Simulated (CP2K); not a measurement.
WF:

```
CELL_PARAMETERS angstrom
5.30927 0.00000 0.00000
4.60648 2.63983 0.00000
4.60648 1.22636 2.33768
ATOMIC_POSITIONS crystal
W 0.81412 0.81412 0.81412
F 0.93712 0.93712 0.93712
```

The cell was built by a generator and needn't be a form met in nature.

Program: CP2K 2026.2. Alike in all runs: no spin polarisation; cell as given; k mesh 11 × 11 × 11; smearing fermi-dirac 0.05 eV.

Q: Order these runs on this cell by their pressure, lowest first.
A. level r2SCAN; potentials or basis POTENTIAL_UZH W GTH-SCAN-q14, F GTH-SCAN-q7; TZVP-MOLOPT-SCAN-GTH basis; EPS_DEFAULT 1.0E-9; points a segment of the path (NPOINTS) 10; bands added on the path 2; CUTOFF of the grids 1100 Ry
B. level vdW-DF-cx; potentials or basis POTENTIAL_UZH W GTH-PBE-q14, F GTH-PBE-q7; TZVP-MOLOPT-PBE-GTH basis; EPS_DEFAULT 1.0E-9; points a segment of the path (NPOINTS) 6; bands added on the path 6; CUTOFF of the grids 1100 Ry; cutoff of the non-local correlation (Ry) 150 Ry
C. level LDA; potentials or basis POTENTIAL_UZH W GTH-PBE-q14, F GTH-PBE-q7; TZVP-MOLOPT-PBE-GTH basis; EPS_DEFAULT 1.0E-9; points a segment of the path (NPOINTS) 6; bands added on the path 6; CUTOFF of the grids 1100 Ry
D. level PBE; potentials or basis POTENTIAL_UZH W GTH-PBE-q14, F GTH-PBE-q7; TZVP-MOLOPT-PBE-GTH basis; EPS_DEFAULT 1.0E-10; CUTOFF of the grids 750 Ry
E. level RPBE; potentials or basis POTENTIAL_UZH W GTH-PBE-q14, F GTH-PBE-q7; TZVP-MOLOPT-PBE-GTH basis; EPS_DEFAULT 1.0E-9; points a segment of the path (NPOINTS) 6; bands added on the path 6; CUTOFF of the grids 1100 Ry

A: C (-8.1 GPa), A (-6.2 GPa), B (-4.1 GPa), D (-0.7 GPa), E (2.1 GPa).

Caveats: the basis of atomic orbitals isn't converged, which shifts pressures, moduli and gaps; an odd number of electrons without spin polarisation forces a metal; a magnetic or distorted state may lie lower; the potentials were made for another functional, which shifts forces and pressure (some runs).

Not every run made on this cell is shown here.
